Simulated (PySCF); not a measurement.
# CH₈GeN₂Si: electronic excitations

Wanted: the electronic excitations of CH₈GeN₂Si (`C=N[SiH2][GeH2][NH2]`), by calculation.

Computed with PySCF 2.14.0, with density-fitted response routines of our own, on a single molecule in the gas phase. Atoms count from 0, in the outputs and in this text.

## 1. The molecule as given

13 atoms, charge 0, multiplicity 1; geometry from: GFN2-xTB.

Bonds of the start (Å): C0–N1 1.25, N1–Si2 1.71, Si2–Ge3 2.35, Ge3–N4 1.83, C0–H5 1.09, C0–H6 1.09, Si2–H7 1.46, Si2–H8 1.47, Ge3–H9 1.51, Ge3–H10 1.51, N4–H11 1.01, N4–H12 1.01.

## 2. TDDFT and polarisability: CAM-B3LYP/def2-SVPD

What the job is given:

```
{"job": {"kind": "uv", "xc": "CAM-B3LYP", "basis": "def2-SVPD", "nstates": 8, "ntriplets": 3}, "charge": 0, "multiplicity": 1}
C      2.486700     1.071787     0.186820
N      1.488655     0.628121    -0.418954
Si     0.700271    -0.888787    -0.526520
Ge    -1.316085    -0.535367     0.634054
N     -2.599600     0.448828    -0.212720
H      3.165468     0.468209     0.794632
H      2.723627     2.130912     0.119349
H      0.494939    -1.005607    -1.971240
H      1.403064    -2.081672    -0.038075
H     -2.057112    -1.814953     0.958705
H     -1.192067     0.173818     1.966503
H     -2.308059     1.383108    -0.469522
H     -2.994190     0.022088    -1.040758
```

Method: TDDFT CAM-B3LYP/def2-SVPD, vertical, gas phase, core orbitals frozen in the response.

Started as:

```
OMP_NUM_THREADS=1 python probes_run.py task.json out
```

One launch serves the whole session: the jobs run in the order shown.

What will the session give for the following? lowest singlet (CAM-B3LYP/def2-SVPD); brightest single state of those computed; lowest triplet. Wanted: lowest singlet; brightest single state of those computed; lowest triplet.

As calculated:

| quantity | value |
| --- | --- |
| lowest singlet (CAM-B3LYP/def2-SVPD) | 4.02 eV (308 nm), f = 0.001 |
| brightest single state of those computed | state 4, 6.15 eV, f = 0.109 |
| lowest triplet | 3.43 eV |

What this shows: The first singlet state (HOMO−1→LUMO 0.96) lies at 4.02 eV and is dark; of the 8 states computed, the strongest absorption comes from state 4 at 6.15 eV. The lowest triplet lies 0.60 eV below the lowest singlet (triplets in Tamm-Dancoff, singlets in full TDDFT).
